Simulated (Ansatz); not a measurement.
# Cr: the cost of one run

Program: Ansatz 0.2.0. Level of theory: DFT LDA, scalar-relativistic. These are calculated values, not measurements.

## (1) The system as given

Symmetry: Im-3m, No. 229, cubic system. The conventional cell has a = 2.884 Å, b = 2.884 Å, c = 2.884 Å, α = 90.00°, β = 90.00°, γ = 90.00°. Cr (site symmetry m-3m) has 8 Cr at 2.50 Å as nearest neighbours.

As a file:

```
CELL_PARAMETERS angstrom
-1.44195 1.44195 1.44195
1.44195 -1.44195 1.44195
1.44195 1.44195 -1.44195
ATOMIC_POSITIONS crystal
Cr 0.00000 0.00000 0.00000
```

## (2) Volume × 0.94, LAPW

Input file input.yaml:

```yaml
crystal:
  lattice:
    - [-1.4125141895, 1.4125141895, 1.4125141895]
    - [1.4125141895, -1.4125141895, 1.4125141895]
    - [1.4125141895, 1.4125141895, -1.4125141895]
  atoms:
    - { symbol: Cr, position: [0.0, 0.0, 0.0], spin: 3.0 }
magnetization:
  spin_polarized: true
kpoints:
  mp_grid: { grid: [18, 18, 18] }
  band_path:
    path:
      - [0.0, 0.0, 0.0]
      - [0.5, -0.5, 0.5]
      - [0.0, 0.0, 0.5]
      - [0.0, 0.0, 0.0]
      - [0.25, 0.25, 0.25]
      - [0.5, -0.5, 0.5]
      - [0.25, 0.25, 0.25]
      - [0.0, 0.0, 0.5]
    npoints: 5
scf:
  occupations: { method: fermi_dirac, width: 0.08 }
hamiltonian:
  xc: lda
  pseudopotentials: { kind: all_electron, lapw: { basis_error: 0.001 } }
output:
  forces: true
  stress: true
  eigenvalues: true
```

Command:

```console
$ ansatz run input.yaml --threads 1 --pin off --max-ram 3072MiB --backend cpu --events-out ev --progress --plain --runs-dir out
```

What time and memory should one allow on 1 thread of Arm Neoverse V1, shared host?

About 29 s, with a peak of 0.42 GiB.
